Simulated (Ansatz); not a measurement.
# Sn2Pb: a short molecular-dynamics run

Aim: set Sn2Pb (an element-swapped structure, 6 atoms, not relaxed) in motion for 8 steps of 1 fs under a Nosé-Hoover thermostat at 300 K, and see how temperature, energy and positions respond.

All numbers below are computed with Ansatz 0.2.0 (DFT PBEsol, plane waves, PAW, scalar-relativistic, no spin polarisation).

**1. Starting point**

The cell holds 6 atoms (Pb2Sn4): a = 4.390 Å, b = 8.906 Å, c = 4.349 Å, α = 90.00°, β = 90.00°, γ = 75.73°.

Structure file:

```
Pb Sn
1.0
     4.38987    0.00000    0.00000
     2.19493   -8.63154    0.00000
     0.00000    0.00000   -4.34891
Pb Sn
2 4
Direct
  0.10600 0.78800 0.75000
  0.89400 0.21200 0.25000
  0.75000 0.50000 0.75000
  0.25000 0.50000 0.25000
  0.44100 0.11800 0.75000
  0.55900 0.88200 0.25000
```

**2. Dynamics**

Input file input.yaml:

```yaml
crystal:
  lattice:
    - [4.389868, 0.0, 0.0]
    - [2.194934, -8.631542, 0.0]
    - [0.0, 0.0, -4.348907]
  atoms:
    - { symbol: Pb, position: [0.106, 0.788, 0.75] }
    - { symbol: Pb, position: [0.894, 0.212, 0.25] }
    - { symbol: Sn, position: [0.75, 0.5, 0.75] }
    - { symbol: Sn, position: [0.25, 0.5, 0.25] }
    - { symbol: Sn, position: [0.441, 0.118, 0.75] }
    - { symbol: Sn, position: [0.559, 0.882, 0.25] }
kpoints:
  mp_grid: { grid: [4, 2, 3] }
magnetization:
  spin_polarized: false
scf:
  occupations: { method: cold, width: 0.15 }
  max_iter: 60
hamiltonian:
  pseudopotentials: { kind: paw }
  xc: pbesol
basis:
  ecutwfc: "40 Ry/bohr"
md:
  timestep: 1.0
  n_steps: 8
  ensemble: nvt_nose_hoover
  temperature: 300.0
  initial_velocities: maxwell_boltzmann
  seed: 909802
```

The run is started by

```
$ ansatz run input.yaml --threads 2 --pin off --max-ram 2560MiB --backend cpu --events-out ev --progress --plain --runs-dir out
```

**Question.** What will these runs give? Wanted: outcome.

As calculated:

```
quantity    value
 outcome  refused
```

No trajectory came of this input.
